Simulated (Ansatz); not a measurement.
# C2H11AlSi: the cost of one run

All numbers below are computed with Ansatz 0.2.0 (UKS BLYP/STO-3G).

### Step 1. The starting structure

Bond lengths: Al1–C2 2.296 Å, C2–C3 1.521 Å, Al1–H4 1.558 Å, Al1–H5 1.566 Å, Al1–H6 1.715 Å, Al1–Si7 2.709 Å, C2–H8 1.093 Å, C2–H9 1.089 Å, C3–H10 1.090 Å, C3–H11 1.092 Å, C3–H12 1.109 Å, Si7–H13 1.482 Å, Si7–H14 1.482 Å, Si7–H15 1.472 Å. Angles (14 of 28 angles, heavy atoms first): Al1–C2–C3 80.4°, C2–Al1–Si7 80.8°, Al1–C2–H8 98.3°, Al1–C2–H9 145.6°, C3–C2–H8 110.6°, C3–C2–H9 109.9°, C2–Al1–H4 92.4°, C2–Al1–H5 127.4°, C2–Al1–H6 37.3°, H4–Al1–Si7 123.5°, H5–Al1–Si7 114.6°, H6–Al1–Si7 43.5°, C2–C3–H10 111.5°, C2–C3–H11 111.3°.

As a file:

```xyz
15

Al   -1.1908    0.5583    0.1784
C     0.7188   -0.5748    0.7605
C    -0.2959   -1.6994    0.8977
H    -1.3847    1.1060    1.6241
H    -2.4969   -0.0382   -0.4456
H     0.4690    0.3868   -0.2187
Si    0.5237    1.6453   -1.6151
H     0.8980   -0.0975    1.7271
H     1.6698   -0.9737    0.4096
H     0.0135   -2.4279    1.6466
H    -0.4417   -2.2207   -0.0508
H    -1.2828   -1.3103    1.2216
H     1.0472    0.6786   -2.6096
H     1.7672    2.2394   -1.0707
H    -0.0145    2.7282   -2.4550
```

### Step 2. Run 1

150 steps of 0.5 fs at constant energy, with velocities drawn for 1000 K.

input.yaml reads:

```yaml
crystal:
  periodic: [false, false, false]
  atoms:
    - { symbol: Al, position_ang: [-1.1908, 0.5583, 0.1784] }
    - { symbol: C, position_ang: [0.7188, -0.5748, 0.7605] }
    - { symbol: C, position_ang: [-0.2959, -1.6994, 0.8977] }
    - { symbol: H, position_ang: [-1.3847, 1.106, 1.6241] }
    - { symbol: H, position_ang: [-2.4969, -0.0382, -0.4456] }
    - { symbol: H, position_ang: [0.469, 0.3868, -0.2187] }
    - { symbol: Si, position_ang: [0.5237, 1.6453, -1.6151] }
    - { symbol: H, position_ang: [0.898, -0.0975, 1.7271] }
    - { symbol: H, position_ang: [1.6698, -0.9737, 0.4096] }
    - { symbol: H, position_ang: [0.0135, -2.4279, 1.6466] }
    - { symbol: H, position_ang: [-0.4417, -2.2207, -0.0508] }
    - { symbol: H, position_ang: [-1.2828, -1.3103, 1.2216] }
    - { symbol: H, position_ang: [1.0472, 0.6786, -2.6096] }
    - { symbol: H, position_ang: [1.7672, 2.2394, -1.0707] }
    - { symbol: H, position_ang: [-0.0145, 2.7282, -2.455] }
magnetization:
  spin_polarized: true
basis:
  gaussian: { orbitals: STO-3G }
hamiltonian:
  xc: blyp
md:
  timestep: 0.5
  n_steps: 150
  ensemble: nve
  temperature: 1000.0
  initial_velocities: maxwell_boltzmann
  seed: 289144
```

The run is started by

```bash
ansatz run input.yaml --threads 1 --pin off --max-ram 2048MiB --backend cpu --events-out ev --progress --plain --runs-dir out
```

**Question.** How long does this run take on 1 thread of Arm Neoverse N1, shared host, and how much memory does it need?

About 15 min, with a peak of 0.12 GiB.
